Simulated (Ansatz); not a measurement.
**C2H6GeOS: basis-set convergence**

The task here is to estimate one member of a computed series from the others.

Program: Ansatz 0.2.0, Gaussian basis. Level of theory: one geometry, several basis sets. These are calculated values, not measurements.

The runs, in order: PBE0-D4/def2-SVP; ωB97M-V/def2-SVP; PBE0-D4/def2-QZVPP; ωB97M-V/def2-QZVPP; the functionals' def2-TZVPP values are taken from earlier runs.

## The relaxed structure

All runs share one geometry, relaxed beforehand with PBE0-D4 in a triple-zeta def2 set.

SMILES `O/C(S)=[CH]\[GeH3]`, 11 atoms, charge 0, spin multiplicity 1.

Atoms are counted from 1 here; the program's logs count them from 0.

Bond lengths: O1–C2 1.347 Å, O1–H6 0.968 Å, C2–S3 1.757 Å, C2–C4 1.338 Å, S3–H7 1.342 Å, C4–Ge5 1.922 Å, C4–H8 1.084 Å, Ge5–H9 1.538 Å, Ge5–H10 1.550 Å, Ge5–H11 1.537 Å. Angles: C2–O1–H6 108.6°, O1–C2–S3 111.9°, O1–C2–C4 126.5°, S3–C2–C4 121.5°, C2–S3–H7 95.3°, C2–C4–Ge5 124.6°, C2–C4–H8 117.1°, Ge5–C4–H8 118.4°, C4–Ge5–H9 112.0°, C4–Ge5–H10 108.7°, C4–Ge5–H11 111.5°, H9–Ge5–H10 107.8°, H9–Ge5–H11 108.9°, H10–Ge5–H11 107.8°.

As a file:

```mol
C2H6GeOS
  3D, bonds by distance, orders not assigned

 11 10  0  0  0  0  0  0  0  0999 V2000
    0.1670    1.7079   -0.2100 O   0  0
    0.2054    0.5635   -0.9202 C   0  0
    0.4719    0.8613   -2.6313 S   0  0
    0.0315   -0.6751   -0.4438 C   0  0
   -0.3875   -1.0906    1.3850 Ge  0  0
    0.0390    1.4881    0.7236 H   0  0
    0.9135    2.1186   -2.4705 H   0  0
    0.1300   -1.4926   -1.1481 H   0  0
   -1.7732   -1.7423    1.5256 H   0  0
   -0.3980    0.2255    2.2029 H   0  0
    0.6657   -2.0214    2.0073 H   0  0
  1  2  8  0
  2  3  8  0
  2  4  8  0
  4  5  8  0
  1  6  8  0
  3  7  8  0
  4  8  8  0
  5  9  8  0
  5 10  8  0
  5 11  8  0
M  END
```

The first run:

File in.yaml:

```yaml
crystal:
  periodic: [false, false, false]
  atoms:
    - {symbol: O, position_ang: [0.166998, 1.707947, -0.209973]}
    - {symbol: C, position_ang: [0.205361, 0.563518, -0.920168]}
    - {symbol: S, position_ang: [0.471887, 0.861314, -2.631268]}
    - {symbol: C, position_ang: [0.031503, -0.675078, -0.443827]}
    - {symbol: Ge, position_ang: [-0.387490, -1.090646, 1.384980]}
    - {symbol: H, position_ang: [0.038962, 1.488105, 0.723622]}
    - {symbol: H, position_ang: [0.913505, 2.118564, -2.470529]}
    - {symbol: H, position_ang: [0.130016, -1.492624, -1.148096]}
    - {symbol: H, position_ang: [-1.773156, -1.742260, 1.525630]}
    - {symbol: H, position_ang: [-0.397966, 0.225547, 2.202950]}
    - {symbol: H, position_ang: [0.665683, -2.021386, 2.007279]}
basis:
  gaussian: {orbitals: def2-SVP}
hamiltonian: {xc: pbe0, dispersion: d4}
output: {orbitals: {seedname: orbitals}}
```

Steps of the session up to this table: PBE0-D4 in def2-SVP; ωB97M-V in def2-SVP; PBE0-D4 in def2-QZVPP; ωB97M-V in def2-QZVPP.

One of the session's tables, all rows but one given; the rest of the session is left out.

It belongs to the step «Density functionals: the series». 

```
functional       basis  HOMO (eV)  LUMO (eV)
   PBE0-D4    def2-SVP          ?          ?
   PBE0-D4  def2-TZVPP      -6.51      -0.04
   PBE0-D4  def2-QZVPP      -6.54      -0.14
   ωB97M-V    def2-SVP      -8.49       2.30
   ωB97M-V  def2-TZVPP      -8.63       1.99
   ωB97M-V  def2-QZVPP      -8.66       1.58
```

Q: Estimate the row for PBE0-D4, def2-SVP from the others.

As computed: HOMO (eV): -6.40; LUMO (eV): 0.20. In the column «HOMO (eV)» it is the highest.
